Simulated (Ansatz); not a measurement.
# Ni (Fm-3m): equation of state

How stiff is Ni (Fm-3m)? Energies and pressures are computed at volumes on both sides of the relaxed cell and fitted. Whether the element takes this structure at low temperature is a separate question.

Method: DFT LDA, scalar-relativistic, plane waves, PAW, in Ansatz 0.2.0.

## Step 1: The structure to begin with

Symmetry: Fm-3m, No. 225, cubic system. The conventional cell has a = 3.425 Å, b = 3.425 Å, c = 3.425 Å, α = 90.00°, β = 90.00°, γ = 90.00°. Ni (site symmetry m-3m) has 12 Ni at 2.42 Å as nearest neighbours.

Structure file:

```xyz
1
Lattice="0.0000 1.7123 1.7123 1.7123 0.0000 1.7123 1.7123 1.7123 0.0000" Properties=species:S:1:pos:R:3 pbc="T T T"
Ni    0.0000    0.0000    0.0000
```

An earlier run at LDA left this cell at 10.041 Å³/atom and -0.07 GPa (22×22×22 mesh).

Volume factors to run: 0.980, 1.020, 0.960, 1.040.

## Step 2: Scaling the volume by 0.980

Contents of input.yaml:

```yaml
crystal:
  lattice:
    - [0.0, 1.7008304578, 1.7008304578]
    - [1.7008304578, 0.0, 1.7008304578]
    - [1.7008304578, 1.7008304578, 0.0]
  atoms:
    - { symbol: Ni, position: [0.0, 0.0, 0.0], spin: 0.72 }
basis:
  ecutwfc: 420
  ecutrho_ratio: 4
kpoints:
  mp_grid: { grid: [22, 22, 22] }
hamiltonian:
  xc: lda
scf:
  occupations: { method: gaussian, width: 0.05 }
output:
  forces: true
  stress: true
  eigenvalues: true
  populations: true
magnetization:
  spin_polarized: true
```

On the command line:

```console
$ ansatz run input.yaml --threads 1 --pin off --max-ram 2560MiB --backend cpu --events-out ev --progress --plain --runs-dir out
```

Output, cut to the lines that bear on the results:

```text
Warning: RAYON_NUM_THREADS=1 ignored (pool sized by the plan → 1); use --threads N
[...]
Pseudopotentials: kind: paw
Pseudopotential: Ni, paw, valence charge 18, recommended cutoff 420 eV (normal), Ni.paw.azcp
Functional definition: SPW92
[...]
Crystal: 1 atoms, lattice volume = 9.840 Å³
Basis set: ecut = 420 eV, 181 PW (Γ)
Bands: 14, of which v1, the nominal top of the filled ones, is band 9 counted from 1 (8 counted from 0)
Symmetry: 48 space group operations
Space group: Fm-3m (ITA 225), of the structure as read, at distance tolerance 2.1e-5 Å
Magnetic group: BNS 225.116 (UNI 1618), of the structure as read, at distance tolerance 2.1e-5 Å
k-points: 328 of 10648
[...]
Starting moments: Σ|m| = 0.72 μB on 1 of 1 site
[...]
SCF iter   1: F=—  HF=-5772.676626 eV  |F-HF|=—  |Δ(HF+E_count)|=         —  Δρ=1.14e-1 (↑5.04e-2 ↓1.14e-1)  dr2=1.49e0  dr2_m=9.18e-2  M=0.769 μB ∫|m|=0.814 μB  β_m=0.30  ethr=3.10e-3  ⟨swp⟩=5.7  Hψ=47941  notcnv=0
[...]
SCF iter  11: F=-5773.374957 eV  HF=-5773.374957 eV  |F-HF|=7.64e-11  |Δ(HF+E_count)|=  2.26e-10  Δρ=8.99e-7 (↑4.90e-7 ↓8.99e-7)  dr2=1.16e-10  dr2_m=4.06e-12  M=0.622 μB ∫|m|=0.679 μB  ethr=1.76e-11  ⟨swp⟩=4.0  Hψ=31997  notcnv=0
[...]
SCF converged after 11 iterations
Magnetization: 0.6223 μB (9.3112 up, 8.6888 down)
Absolute magnetization: 0.6796 μB (∫|ρ↑−ρ↓|, with the PAW one-centre terms)
Spin contamination: 0.0038 ħ² per cell (⟨S²⟩ above its minimum at these occupations)
Per-site moments (μB) at R_I (Å): [(0.6478031797265957, 0.9922017190461752)]
Free energy (F): -5773.374957 eV
[...]
E sigma→0 (E₀):  -5773.373932 eV
Entropy (-TS):   -0.002050 eV (-2.050 meV/atom)
Fermi energy:    20.129312 eV
[...]
--- Forces (eV/Å), atoms counted from 1 ---
  atom   1  Ni     0.00000000     0.00000000     0.00000000
[...]
--- Stress (GPa, compression-positive) ---
        5.312050       0.000000      -0.000000
        0.000000       5.312050      -0.000000
        0.000000      -0.000000       5.312050
  P = ⅓ Tr σ = 5.3121 GPa (53.121 kbar)
--- Band table (eV; the first three rows and the last of 656) ---
  k-point 0 ↑: bands = ["-82.8677", "-43.4922", "-43.4922", "-43.4922", "10.2819", "17.4293", "17.4293", "17.4293", "18.7757", "18.7757", "44.4906", "49.1305", "49.1305", "49.1305"]
[...]
--- Löwdin populations: 1 site ---
  site symbol       q [e]    m [muB]
     0     Ni     17.7831     0.6444
  spilling = 0.012048 (of n_electrons = 18.000000)
```

Wall time 11 s (1 thread of AMD EPYC 7R43 (Zen 3), shared host); peak memory 0.41 GiB.

This gives: volume 9.840 Å³/atom, pressure 5.31 GPa, metallic, moments in the atoms' spheres Ni 0.65 μB.

## Step 3: Volume × 1.020

Changes to input.yaml since step 2:

```diff
@@ -2,5 +2,5 @@
   lattice:
-    - [0.0, 1.7008304578, 1.7008304578]
-    - [1.7008304578, 0.0, 1.7008304578]
-    - [1.7008304578, 1.7008304578, 0.0]
+    - [0.0, 1.7236631214, 1.7236631214]
+    - [1.7236631214, 0.0, 1.7236631214]
+    - [1.7236631214, 1.7236631214, 0.0]
   atoms:
```

On the command line:

```console
$ ansatz run input.yaml --threads 1 --pin off --max-ram 2560MiB --backend cpu --events-out ev --progress --plain --runs-dir out
```

Output, cut to the lines that bear on the results:

```text
Warning: RAYON_NUM_THREADS=1 ignored (pool sized by the plan → 1); use --threads N
[...]
[... 3 set-up lines as earlier in the session ...]
[...]
Crystal: 1 atoms, lattice volume = 10.242 Å³
Basis set: ecut = 420 eV, 181 PW (Γ)
Bands: 14, of which v1, the nominal top of the filled ones, is band 9 counted from 1 (8 counted from 0)
[... 1 set-up line as earlier in the session ...]
Space group: Fm-3m (ITA 225), of the structure as read, at distance tolerance 2.2e-5 Å
Magnetic group: BNS 225.116 (UNI 1618), of the structure as read, at distance tolerance 2.2e-5 Å
k-points: 328 of 10648
[...]
Starting moments: Σ|m| = 0.72 μB on 1 of 1 site
[...]
Absolute magnetization: 0.6970 μB (∫|ρ↑−ρ↓|, with the PAW one-centre terms)
Spin contamination: 0.0042 ħ² per cell (⟨S²⟩ above its minimum at these occupations)
Per-site moments (μB) at R_I (Å): [(0.6630733725416424, 1.005521452339067)]
Free energy (F): -5773.375018 eV
[...]
E sigma→0 (E₀):  -5773.374072 eV
Entropy (-TS):   -0.001893 eV (-1.893 meV/atom)
Fermi energy:    19.140045 eV
[...]
--- Forces (eV/Å), atoms counted from 1 ---
  atom   1  Ni     0.00000000     0.00000000     0.00000000
[...]
--- Stress (GPa, compression-positive) ---
       -4.879902      -0.000000       0.000000
        0.000000      -4.879902      -0.000000
        0.000000      -0.000000      -4.879902
  P = ⅓ Tr σ = -4.8799 GPa (-48.799 kbar)
--- Band table (eV; the first three rows and the last of 656) ---
  k-point 0 ↑: bands = ["-83.7875", "-44.4355", "-44.4355", "-44.4355", "9.5841", "16.5483", "16.5483", "16.5483", "17.8198", "17.8198", "43.1840", "47.5022", "47.5022", "47.5022"]
[...]
--- Löwdin populations: 1 site ---
  site symbol       q [e]    m [muB]
     0     Ni     17.7824     0.6596
  spilling = 0.012089 (of n_electrons = 18.000000)
```

It took 11 s on 1 thread of AMD EPYC 7R43 (Zen 3), shared host; peak memory 0.41 GiB.

This gives: volume 10.242 Å³/atom, pressure -4.88 GPa, no gap, moments in the atoms' spheres Ni 0.66 μB.

## Step 4: Volume × 0.960

Contents of input.yaml:

```yaml
crystal:
  lattice:
    - [0.0, 1.6891805685, 1.6891805685]
    - [1.6891805685, 0.0, 1.6891805685]
    - [1.6891805685, 1.6891805685, 0.0]
  atoms:
    - { symbol: Ni, position: [0.0, 0.0, 0.0], spin: 0.71 }
basis:
  ecutwfc: 420
  ecutrho_ratio: 4
kpoints:
  mp_grid: { grid: [22, 22, 22] }
hamiltonian:
  xc: lda
scf:
  occupations: { method: gaussian, width: 0.05 }
output:
  forces: true
  stress: true
  eigenvalues: true
  populations: true
magnetization:
  spin_polarized: true
```

On the command line:

```console
$ ansatz run input.yaml --threads 1 --pin off --max-ram 2560MiB --backend cpu --events-out ev --progress --plain --runs-dir out
```

Output, cut to the lines that bear on the results:

```text
Warning: RAYON_NUM_THREADS=1 ignored (pool sized by the plan → 1); use --threads N
[...]
[... 3 set-up lines as earlier in the session ...]
[...]
Crystal: 1 atoms, lattice volume = 9.640 Å³
Basis set: ecut = 420 eV, 169 PW (Γ)
Bands: 14, of which v1, the nominal top of the filled ones, is band 9 counted from 1 (8 counted from 0)
[... 2 set-up lines as earlier in the session ...]
Magnetic group: BNS 225.116 (UNI 1618), of the structure as read, at distance tolerance 2.1e-5 Å
k-points: 328 of 10648
[...]
Starting moments: Σ|m| = 0.71 μB on 1 of 1 site
[...]
Absolute magnetization: 0.6568 μB (∫|ρ↑−ρ↓|, with the PAW one-centre terms)
Spin contamination: 0.0035 ħ² per cell (⟨S²⟩ above its minimum at these occupations)
Per-site moments (μB) at R_I (Å): [(0.6256731664938464, 0.9854056035737904)]
Free energy (F): -5773.364621 eV
[...]
E sigma→0 (E₀):  -5773.363492 eV
Entropy (-TS):   -0.002259 eV (-2.259 meV/atom)
Fermi energy:    20.655283 eV
[...]
--- Forces (eV/Å), atoms counted from 1 ---
  atom   1  Ni     0.00000000     0.00000000     0.00000000
[...]
--- Stress (GPa, compression-positive) ---
       11.273848      -0.000000       0.000000
        0.000000      11.273848       0.000000
       -0.000000      -0.000000      11.273848
  P = ⅓ Tr σ = 11.2738 GPa (112.738 kbar)
--- Band table (eV; the first three rows and the last of 656) ---
  k-point 0 ↑: bands = ["-82.3688", "-42.9802", "-42.9802", "-42.9802", "10.6565", "17.9053", "17.9053", "17.9053", "19.2925", "19.2925", "45.1791", "49.9922", "49.9922", "49.9922"]
[...]
--- Löwdin populations: 1 site ---
  site symbol       q [e]    m [muB]
     0     Ni     17.7836     0.6219
  spilling = 0.012024 (of n_electrons = 18.000000)
```

Run time: 11 s. Hardware: 1 thread of AMD EPYC 7R43 (Zen 3), shared host; peak memory 0.4 GiB.

Read off: volume 9.640 Å³/atom, pressure 11.27 GPa, metallic, moments in the atoms' spheres Ni 0.63 μB.

## Step 5: Scaling the volume by 1.040

Contents of input.yaml:

```yaml
crystal:
  lattice:
    - [0.0, 1.7348560527, 1.7348560527]
    - [1.7348560527, 0.0, 1.7348560527]
    - [1.7348560527, 1.7348560527, 0.0]
  atoms:
    - { symbol: Ni, position: [0.0, 0.0, 0.0], spin: 0.73 }
basis:
  ecutwfc: 420
  ecutrho_ratio: 4
kpoints:
  mp_grid: { grid: [22, 22, 22] }
hamiltonian:
  xc: lda
scf:
  occupations: { method: gaussian, width: 0.05 }
output:
  forces: true
  stress: true
  eigenvalues: true
  populations: true
magnetization:
  spin_polarized: true
```

On the command line:

```console
$ ansatz run input.yaml --threads 1 --pin off --max-ram 2560MiB --backend cpu --events-out ev --progress --plain --runs-dir out
```

Output, cut to the lines that bear on the results:

```text
Warning: RAYON_NUM_THREADS=1 ignored (pool sized by the plan → 1); use --threads N
[...]
[... 3 set-up lines as earlier in the session ...]
[...]
Crystal: 1 atoms, lattice volume = 10.443 Å³
Basis set: ecut = 420 eV, 181 PW (Γ)
Bands: 14, of which v1, the nominal top of the filled ones, is band 9 counted from 1 (8 counted from 0)
[... 2 set-up lines as earlier in the session ...]
Magnetic group: BNS 225.116 (UNI 1618), of the structure as read, at distance tolerance 2.2e-5 Å
k-points: 328 of 10648
[...]
Starting moments: Σ|m| = 0.73 μB on 1 of 1 site
[...]
Absolute magnetization: 0.7017 μB (∫|ρ↑−ρ↓|, with the PAW one-centre terms)
Spin contamination: 0.0044 ħ² per cell (⟨S²⟩ above its minimum at these occupations)
Per-site moments (μB) at R_I (Å): [(0.666498342697635, 1.0120509953785248)]
Free energy (F): -5773.366157 eV
[...]
E sigma→0 (E₀):  -5773.365207 eV
Entropy (-TS):   -0.001901 eV (-1.901 meV/atom)
Fermi energy:    18.674370 eV
[...]
--- Forces (eV/Å), atoms counted from 1 ---
  atom   1  Ni    -0.00000000     0.00000000    -0.00000000
[...]
--- Stress (GPa, compression-positive) ---
       -9.170453      -0.000000      -0.000000
       -0.000000      -9.170453       0.000000
        0.000000      -0.000000      -9.170453
  P = ⅓ Tr σ = -9.1705 GPa (-91.705 kbar)
--- Band table (eV; the first three rows and the last of 656) ---
  k-point 0 ↑: bands = ["-84.2182", "-44.8766", "-44.8766", "-44.8766", "9.2579", "16.1351", "16.1351", "16.1351", "17.3719", "17.3719", "42.5630", "46.7266", "46.7266", "46.7266"]
[...]
--- Löwdin populations: 1 site ---
  site symbol       q [e]    m [muB]
     0     Ni     17.7821     0.6629
  spilling = 0.012104 (of n_electrons = 18.000000)
```

Run time: 11 s. Hardware: 1 thread of AMD EPYC 7R43 (Zen 3), shared host; peak memory 0.41 GiB.

In short: volume 10.443 Å³/atom, pressure -9.17 GPa, a metal on this mesh, moments in the atoms' spheres Ni 0.67 μB.

## Step 6: The fit

Energies have the smearing extrapolated to zero and count from the lowest point.

```
volume (Å³/atom)  energy (meV/atom)  pressure (GPa)  gap (eV)  moment of atom 1 (μB)
           9.640              13.72           11.27     metal                   0.63
           9.840               3.28            5.31     metal                   0.65
          10.041               0.00           -0.07     metal                   0.66
          10.242               3.14           -4.88     metal                   0.66
          10.443              12.00           -9.17     metal                   0.67
```

volume (Å³/atom), energy (meV/atom) and a bar:
```
     9.64       13.7 ##############################
     9.84        3.3 #######
    10.04        0.0 
    10.24        3.1 #######
    10.44       12.0 ##########################
```

## Step 7: What came out

| quantity | value |
| --- | --- |
| V0 | 10.040 Å³/atom |
| B0 | 256 GPa |
| B0′ | 4.6 |
| scatter of the fit | 0.002 meV/atom |

The fitted minimum lies at 10.04 Å³/atom, and the bulk modulus is 256 GPa, a stiff solid. One per cent of compression takes about 2.6 GPa. These are values at 0 K without zero-point motion.
